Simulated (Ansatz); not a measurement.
## CH4GeSe, SMILES [CH2]1[GeH2][Se]1: vertical and adiabatic energies of changing the electron count

Computed with the Ansatz DFT code, driven from Python.

Input file `ch4gese.xyz`:
```text
7

C    -0.59730   -0.28180   -0.64280
Ge    0.67580    0.40890    0.55660
Se   -0.60880   -1.65840    0.60150
H    -1.51840    0.35110   -0.62700
H    -0.23600   -0.51630   -1.66740
H     0.17100    1.44100    1.61310
H     2.17490    0.18740    0.12040
```

The script, `adiabatic_ch4gese.py`:
```python
# -*- coding: utf-8 -*-
import itertools
import logging
import sys

import ansatz as az
from ase.data import atomic_numbers, covalent_radii
import numpy as np

logging.basicConfig(stream=sys.stdout, format="%(levelname)s %(message)s")
log = logging.getLogger("ch4gese")
log.setLevel(logging.INFO)


def main():
    geometry = az.Crystal.molecule_from_extxyz("ch4gese.xyz")

    calc = (
        geometry.calculation()
        .basis(gaussian="def2-SVP")
        .functional("cam_b3lyp")
        .scf(lower_state_search="standard")
    )
    symbols = [site.symbol for site in geometry.cartesian_sites]
    start = np.array([site.position_ang for site in geometry.cartesian_sites], dtype=float)
    r = calc.relax(force_tolerance=0.01).run(threads=1).report
    end = np.array(r["positions_ang"])

    minimum = az.Crystal.molecule()
    for symbol, place in zip(symbols, end):
        minimum = minimum.atom(symbol, place.tolist())
    ion = minimum.calculation()
    ion = ion.basis(gaussian="def2-SVP").functional("cam_b3lyp")
    ion = ion.scf(lower_state_search="standard").charge(1)
    ion = ion.spin("collinear", total=1)
    vertical = ion.run(threads=1).report
    settled = ion.relax(force_tolerance=0.01, max_steps=80).run(threads=1).report
    log.info(f"vertical ionisation energy   {vertical['free_energy_ev'] - r['free_energy_ev']:.3f} eV")
    log.info(f"adiabatic, no zero point     {settled['free_energy_ev'] - r['free_energy_ev']:.3f} eV")
    log.info(f"relaxation energy of the ion {vertical['free_energy_ev'] - settled['free_energy_ev']:.3f} eV")
    ionised = np.array(settled["positions_ang"])
    radius = [covalent_radii[atomic_numbers[s]] for s in symbols]
    span = lambda where, i, j: np.linalg.norm(where[i] - where[j])
    bonded = [(i, j) for i, j in itertools.combinations(range(len(symbols)), 2) if min(span(end, i, j), span(ionised, i, j)) < 1.2 * (radius[i] + radius[j])]
    log.info("pair        before    after (A)")
    for i, j in bonded:
        print(f"{symbols[i]}{i}-{symbols[j]}{j}".ljust(10), f"{span(end, i, j):8.4f} {span(ionised, i, j):8.4f}")


if __name__ == "__main__":
    main()
```

```console
$ python adiabatic_ch4gese.py
INFO vertical ionisation energy   8.562 eV
INFO adiabatic, no zero point     8.335 eV
INFO relaxation energy of the ion 0.227 eV
INFO pair        before    after (A)
C0-Ge1       1.9262   1.9171
C0-Se2       2.0081   1.9814
C0-H3        1.0935   1.0987
C0-H4        1.0935   1.0987
Ge1-Se2      2.3238   2.5006
Ge1-H5       1.5250   1.5161
Ge1-H6       1.5249   1.5161
```

Caveats:
- These settings explore the input space; basis and method may be short of convergence.
- The energies are electronic: no zero-point or thermal terms, and the basis set is short of its limit. The product may relax into another structure. The relaxation finds the nearest minimum, so the adiabatic value is an upper bound.
- It ran for 99 s on 1 thread of Arm Neoverse V2, on a shared host, peak memory 0.47 GiB.
